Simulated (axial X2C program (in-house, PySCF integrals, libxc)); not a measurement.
**GeH⁻: properties at the nuclei**

Aim: properties at the nuclei of GeH⁻, with spin–orbit coupling in the Hamiltonian from the start.

Method: two-component X2C with atomic mean-field terms, Ge dyall-acv3z, H dyall-av3z; program: an in-house X2C program for linear molecules on PySCF integrals.

All values are calculated.

## 1. The job

The input, task.json:

```json
{"zs": [32, 1], "q": -1, "bas": ["dyall-acv3z", "dyall-av3z"], "r0": 1.53, "levels": ["PBE0", "HF", "BHandHLYP", "BP86", "r2SCAN"], "nst": 3}
```

Keys: zs atomic numbers; q charge; bas basis sets; r0 starting distance in Å; levels methods (HF also brings MP2); nst determinants followed.

Run with:

```
> python soeom.py task.json out
```

The runs that follow: Expectation values, lowest determinant; Expectation values, a higher determinant; Expectation values, a higher determinant.

What does the calculation give? Wanted: lowest determinant; Eeff magnitude; Ws magnitude Ge; A∥/gI Ge; qzz Ge; higher determinant; qzz H (for each run or level that gives them).

The runs gave:

| quantity | value |
| --- | --- |
| lowest determinant | Ω = 1 (excess of +ω over −ω: ω = -1/2, ω = 3/2) |
| Eeff magnitude (GV/cm), PBE0 | 0.275 |
| Ws magnitude Ge (kHz), PBE0 | 0.112 |
| A∥/gI Ge (MHz), PBE0 | -341 |
| qzz Ge (a.u.), PBE0 | -1.39 |
| higher determinant | Ω = 0 (closed shell) |
| qzz Ge (a.u.), PBE0, higher determinant | -1.60 |
| qzz H (a.u.), PBE0, higher determinant | 0.10 |
| higher determinant | Ω = 2 (excess of +ω over −ω: ω = 1/2, ω = 3/2) |
| Eeff magnitude (GV/cm), PBE0, higher determinant | 0.103 |
| Ws magnitude Ge (kHz), PBE0, higher determinant | 0.0215 |
| A∥/gI Ge (MHz), PBE0, higher determinant | 376 |
| qzz Ge (a.u.), PBE0, higher determinant | -1.72 |

**Reading.** In the first state, the effective field runs from 0.17 to 0.649 GV/cm over the mean-field levels, so the levels don't agree on it. The expectation values come from single determinants, which for open shells can mix terms of unlike spin or miss the lowest Ω, so a determinant need not be a state. Eeff is the effective electric field on the electron dipole moment in this Ω state and Ws the scalar–pseudoscalar constant (defined with the proton number Z and per Ω); A∥ is the parallel hyperfine constant, which follows by multiplying with the nuclear g factor gI = μI/(I μN); qzz is the electric field gradient, eQq0 = 234.96 MHz × Q/barn × qzz. The operators were transformed with the bare-nucleus X2C matrices.
